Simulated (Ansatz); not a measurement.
**AlNi3: energies, forces and stress near the listed structure**

Aim: energy, forces, stress and gap of AlNi3 at the geometry listed, to see how far it is from this functional's equilibrium.

Computed with Ansatz 0.2.0 (DFT r2SCAN, scalar-relativistic, plane waves, PAW, unless a step's input says otherwise).

## (1) The starting structure

It takes space group P6_3/mmc (No. 194, hexagonal). Conventional cell: a = 5.009 Å, b = 5.009 Å, c = 4.040 Å, α = 90.00°, β = 90.00°, γ = 120.00°. Around Al (site symmetry -6m2) lie 12 Ni at 2.50 Å. Ni (site symmetry mm2) has 8 Ni at 2.47 to 2.54 Å and 4 Al at 2.50 Å as nearest neighbours.

Coordinates:

```
Al Ni
1.0
     5.00912    0.00000    0.00000
    -2.50456    4.33802    0.00000
     0.00000    0.00000    4.04026
Al Ni
2 6
Cartesian
  2.5046 1.4460 1.0101
  0.0000 2.8920 3.0302
  1.2342 0.7126 3.0302
  3.7749 0.7126 3.0302
  2.5046 2.9129 3.0302
  1.2704 3.6255 1.0101
  -1.2704 3.6255 1.0101
  0.0000 1.4251 1.0101
```

The structure comes from the Materials Project (structure only).

(A quick probe on a coarse mesh, which set the mesh and smearing, is not shown.)

## (3) The listed cell as it stands

Contents of input.yaml:

```yaml
crystal:
  lattice:
    - [5.0091156652, 0.0, 0.0]
    - [-2.5045578326, 4.3380214166, 0.0]
    - [0.0, 0.0, 4.04025638]
  atoms:
    - { symbol: Al, position: [0.66666667, 0.33333333, 0.25] }
    - { symbol: Al, position: [0.33333333, 0.66666667, 0.75] }
    - { symbol: Ni, position: [0.32852, 0.16426, 0.75], spin: -0.42 }
    - { symbol: Ni, position: [0.83574, 0.16426, 0.75], spin: -0.42 }
    - { symbol: Ni, position: [0.83574, 0.67148, 0.75], spin: -0.42 }
    - { symbol: Ni, position: [0.67148, 0.83574, 0.25], spin: -0.42 }
    - { symbol: Ni, position: [0.16426, 0.83574, 0.25], spin: -0.42 }
    - { symbol: Ni, position: [0.16426, 0.32852, 0.25], spin: -0.42 }
basis:
  ecutwfc: 500
kpoints:
  mp_grid: { grid: [9, 9, 10] }
hamiltonian:
  xc: r2scan
scf:
  occupations: { method: gaussian, width: 0.1 }
output:
  forces: true
  stress: true
  eigenvalues: true
  populations: true
magnetization:
  spin_polarized: true
```

Run with:

```sh
ansatz run input.yaml --threads 1 --pin off --max-ram 2560MiB --backend cpu --events-out ev --progress --plain --runs-dir out
```

Before running it: what results should come out? Wanted: for each run, case; energy; pressure; largest force.

**Answer**, as computed:

```
step         case  energy (meV/atom)  pressure (GPa)  largest force (eV/Å)  gap on the mesh (eV)
      listed cell                  0             0.1                  0.01                  0.00
```

Energies are counted from the listed cell, with the smearing taken to zero. A gap of 0.00 means none on the mesh at this level.

What this shows: At the listed geometry the pressure is 0.1 GPa and the largest force 0.01 eV/Å: close to this functional's equilibrium.
